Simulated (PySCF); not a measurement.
**A diatomic session: SiHg+**

An exercise on one series of results from a longer session: the logs are not shown, and one member is left open.

Computed with PySCF 2.14.0. Level: Si def2-SVPD, Hg def2-SVPD with ECP60, scalar-relativistic core potentials.

The first run:

A driver script around PySCF takes these settings:

```
atoms                         : Si, Hg
charge                        : 1
basis                         : Si def2-SVPD, Hg def2-SVPD with ECP60
Hamiltonian                   : scalar-relativistic core potentials
basis functions               : 59
electrons treated             : 33
masses in u                   : 27.9769, 201.9706
levels                        : PBE0, PBE, r²SCAN, B2PLYP, MN15, M06-L, HF, MP2, SCS-MP2, CCSD, CCSD(T)
grid                          : 80 radial by 434 angular points
occupations                   : held fixed by the projection of orbital angular momentum
dissociation limit            : Si+ + Hg, each in its ground configuration
starting distance in angstrom : 2.590
values of 2S to try           : 1, 3
```

Run with:

```sh
> OMP_NUM_THREADS=1 python dia.py task.json out
```

Steps of the session up to this table: The job; PBE0 along the bond; Higher solutions at PBE0; PBE (GGA); r²SCAN (meta-GGA); B2PLYP (double hybrid); MN15 (hybrid meta-GGA); M06-L; UHF (mean field); MP2 and coupled cluster.

One of the session's tables, all rows but one given; the rest of the session is left out.

It belongs to the step «The curves together». Energy (eV) from each level's lowest point:

```
R (Å)    UHF  UHF-MP2  UHF-SCS-MP2  UHF-CCSD  UHF-CCSD(T)
2.263  0.759    0.424        0.478       n/a          n/a
2.368  0.411    0.178        0.213     0.243        0.226
2.473  0.195    0.048        0.067     0.087        0.077
2.552  0.096    0.006        0.015     0.026        0.021
2.631  0.036    0.000        0.000     0.000        0.000
2.710  0.006    0.022        0.014     0.000        0.005
2.815      ?        ?            ?         ?            ?
2.947  0.030    0.180        0.155     0.097        0.113
3.105  0.100    0.309        0.275     0.200        0.223
3.315  0.220    0.469        0.424       n/a          n/a
```

**Question.** Estimate the row for R (Å) = 2.815.

Worked estimate for «UHF». A straight line through the neighbours (2.710, 0.006) and (2.947, 0.030) gives 0.006 + (0.030 − 0.006) × (2.815 − 2.710) / (2.947 − 2.710) = 0.017; a parabola fitted to 4 rows on both sides gives 0.004.

**Answer.** UHF: 0.000; UHF-MP2: 0.081; UHF-SCS-MP2: 0.065; UHF-CCSD: 0.030; UHF-CCSD(T): 0.040. In «UHF» the line misses by +0.017 and the parabola by +0.004.
